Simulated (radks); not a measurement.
**Br⁺ in [Ar] 3d10 4s2 4p4: an all-electron calculation**

The task here is to estimate one member of a computed series from the others.

The numbers are computed with radks (a radial shooting solver on a logarithmic mesh, Libxc functionals) version 1 (scalar-relativistic Kohn-Sham, Wu-Cohen GGA, spin-polarised, spherical densities, finite nucleus; open shells are filled with parallel spins first), except any that are marked as measured or tabulated.

## The atom as given

| Item | Value |
| --- | --- |
| element | bromine (Z = 35) |
| charge | +1 |
| electrons | 34 |
| configuration | [Ar] 3d10 4s2 4p4 |
| nuclear rms radius | 4.1629 fm |

The outer shells:

Br⁺
```
[Ar] core
3d [↑↓][↑↓][↑↓][↑↓][↑↓]
4s [↑↓]
4p [↑↓][↑ ][↑ ]
```

Set-up of the first run:

Settings of this run:

```text
Z 35
configuration [Ar] 3d10 4s2 4p4
relativity scalar-relativistic
functional wc,pbe
spin polarised
nucleus finite rms 4.1629 fm
c 137.035999084
```

The run is started by

```
python run_ks.py task.json out
```

This one command runs every case of the session in turn.

One table of the session follows, with a row left open; its other results are not shown here.

It belongs to the step «Shells». From the orbitals of this run (lengths in bohr):

| level | <r> | outermost maximum (interpolated) | 90 % within | nodes |
| --- | --- | --- | --- | --- |
| 1s up | 0.04276 | 0.0279 | 0.0765 | 0 |
| 1s down | 0.04276 | 0.0279 | 0.0765 | 0 |
| 2s up | 0.1896 | 0.159 | 0.293 | 1 |
| 2s down | 0.1896 | 0.159 | 0.293 | 1 |
| 2p up | 0.1655 | 0.127 | 0.270 | 0 |
| 2p down | 0.1655 | 0.127 | 0.270 | 0 |
| 3s up | ? | ? | ? | ? |
| 3s down | 0.5516 | 0.484 | 0.821 | 2 |
| 3p up | 0.5644 | 0.481 | 0.862 | 1 |
| 3p down | 0.5641 | 0.481 | 0.861 | 1 |
| 3d up | 0.5910 | 0.431 | 0.975 | 0 |
| 3d down | 0.5892 | 0.431 | 0.971 | 0 |
| 4s up | 1.632 | 1.41 | 2.41 | 3 |
| 4s down | 1.631 | 1.40 | 2.42 | 3 |
| 4p up | 1.946 | 1.62 | 2.94 | 2 |
| 4p down | 1.968 | 1.62 | 2.99 | 2 |

**Question.** Estimate the row for 3s up.

**Answer.** <r>: 0.5518; outermost maximum (interpolated): 0.484; 90 % within: 0.822; nodes: 2. In the column «<r>» it lies between 3s down (0.5516) and 3p down (0.5641).

To keep in mind: Open shells are spherical and high-spin; term and fine-structure splittings are not resolved.
